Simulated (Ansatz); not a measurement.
# BClH2O2: the cost of one run

Program: Ansatz 0.2.0. Level of theory: RKS B3LYP/def2-SVP. These are calculated values, not measurements.

## 1. The starting structure

Bond lengths: B1–O2 1.410 Å, O2–H3 1.010 Å, B1–Cl4 1.860 Å, B1–O5 1.410 Å, O5–H6 1.010 Å. Angles: B1–O2–H3 109.5°, O2–B1–Cl4 120.0°, O2–B1–O5 120.0°, Cl4–B1–O5 120.0°, B1–O5–H6 109.5°.

Structure file:

```xyz
6

B     0.0000    0.0000    0.0000
O     0.0000    0.0000    1.4100
H    -0.9095   -0.2814    1.7471
Cl    1.6108    0.0000   -0.9300
O    -1.2211    0.0000   -0.7050
H    -1.7308   -0.8467   -0.4965
```

## 2. Relaxing the start

input.yaml reads:

```yaml
crystal:
  periodic: [false, false, false]
  atoms:
    - { symbol: B, position_ang: [0.0, 0.0, 0.0] }
    - { symbol: O, position_ang: [0.0, 0.0, 1.41] }
    - { symbol: H, position_ang: [-0.9095, -0.2814, 1.7471] }
    - { symbol: Cl, position_ang: [1.6108, 0.0, -0.93] }
    - { symbol: O, position_ang: [-1.2211, 0.0, -0.705] }
    - { symbol: H, position_ang: [-1.7308, -0.8467, -0.4965] }
basis:
  gaussian: { orbitals: def2-SVP }
hamiltonian:
  xc: b3lyp
relax:
  f_tol: 0.02
  max_steps: 40
```

The run is started by

```sh
$ ansatz run input.yaml --threads 1 --pin off --max-ram 2048MiB --backend cpu --events-out ev --progress --plain --runs-dir out
```

Q: Estimate wall time and peak memory on 1 thread of AMD EPYC 7R43 (Zen 3), shared host.

About 21 s, with a peak of 0.15 GiB.
